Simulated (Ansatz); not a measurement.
# CH6O2SSi: a ladder of functionals and wavefunction methods

Aim: compute CH6O2SSi with functionals from several rungs and with coupled cluster. The yardstick is the atomisation energy at the CCSD(T) limit.

Computed with Ansatz 0.2.0, Gaussian basis. Level: functionals in def2-TZVPP, the program's frozen cores in correlated methods.

The runs, in order: PBE-D4, r2SCAN-D4, PBE0-D4, B3LYP-D4, ωB97X-V, ωB97M-V, B2PLYP; CCSD(T)/def2-TZVPP; MP2/def2-QZVPP; extrapolation to the limit.

**1. The geometry**

The geometry comes from an earlier relaxation with PBE0-D4 in a triple-zeta def2 set; it is a stationary point, not always the lowest conformer.

SMILES `CS[SiH](O)O`, 11 atoms, charge 0, spin multiplicity 1.

Atoms are counted from 1 here; the program's logs count them from 0.

Bond lengths: C1–S2 1.818 Å, C1–H6 1.089 Å, C1–H7 1.089 Å, C1–H8 1.090 Å, S2–Si3 2.125 Å, Si3–O4 1.638 Å, Si3–O5 1.632 Å, Si3–H9 1.480 Å, O4–H10 0.958 Å, O5–H11 0.959 Å. Angles: S2–C1–H6 106.9°, S2–C1–H7 110.9°, S2–C1–H8 111.0°, H6–C1–H7 109.2°, H6–C1–H8 108.9°, H7–C1–H8 109.9°, C1–S2–Si3 98.7°, S2–Si3–O4 106.6°, S2–Si3–O5 114.4°, S2–Si3–H9 109.5°, O4–Si3–O5 108.5°, O4–Si3–H9 114.0°, O5–Si3–H9 104.0°, Si3–O4–H10 117.6°, Si3–O5–H11 117.2°.

**2. PBE-D4 (GGA)**

in.yaml

```yaml
crystal:
  periodic: [false, false, false]
  atoms:
    - {symbol: C, position_ang: [-1.116124, 1.468713, -0.612261]}
    - {symbol: S, position_ang: [0.119295, 0.330104, -1.306445]}
    - {symbol: Si, position_ang: [0.704203, -0.645347, 0.488395]}
    - {symbol: O, position_ang: [2.015526, -1.556173, 0.121605]}
    - {symbol: O, position_ang: [-0.438981, -1.617945, 1.129412]}
    - {symbol: H, position_ang: [-1.417355, 2.138275, -1.416785]}
    - {symbol: H, position_ang: [-1.988491, 0.923929, -0.254280]}
    - {symbol: H, position_ang: [-0.689983, 2.059992, 0.198181]}
    - {symbol: H, position_ang: [0.947060, 0.363929, 1.542827]}
    - {symbol: H, position_ang: [2.674125, -1.172588, -0.459514]}
    - {symbol: H, position_ang: [-0.743975, -2.349991, 0.589465]}
basis:
  gaussian: {orbitals: def2-TZVPP}
hamiltonian: {xc: pbe, dispersion: d4}
output: {forces: true, orbitals: {seedname: orbitals}}
```

Run with:

```sh
> ansatz run in.yaml --threads 4 --pin off --events-out ev --progress --plain --max-ram 10444MiB
```

Further steps of the session: r2SCAN-D4 (meta-GGA); PBE0-D4 (hybrid); B3LYP-D4 (hybrid); ωB97X-V (range-separated); ωB97M-V (range-separated); B2PLYP (double hybrid); CCSD(T) in def2-TZVPP; MP2 in def2-QZVPP.

Q: Predict the results of all the runs planned. Wanted: atomisation energy, CCSD(T)/CBS; farthest; mean size of error, hybrid; mean size of error, range-separated; gap, smallest and largest; T1 diagnostic; triples share of the correlation energy.

The runs gave:

```
                               quantity                                 value
        atomisation energy, CCSD(T)/CBS                        987.4 kcal/mol
functionals within 4.9 kcal/mol (0.5 %)           r2SCAN-D4, ωB97X-V, ωB97M-V
                               farthest               B2PLYP (-17.6 kcal/mol)
             mean size of error, hybrid                         10.0 kcal/mol
    mean size of error, range-separated                          0.8 kcal/mol
              gap, smallest and largest  5.10 eV (PBE-D4), 11.67 eV (ωB97X-V)
                          T1 diagnostic                                0.0113
triples share of the correlation energy                                 3.7 %
```

In words: PBE-D4 misses by +7.5 kcal/mol. Double hybrids carry the basis error of their MP2 part in triple zeta, and no dispersion term here, so their miss is partly the set-up's. Misses under about 4.9 kcal/mol are within the doubt on the reference itself, which lacks core-valence correlation, relativity and higher excitations. Hartree-Fock recovers 71 % of the binding; the rest is correlation. The gap grows from 5.1 to 11.7 eV across the functionals, mostly with the share of exact exchange.
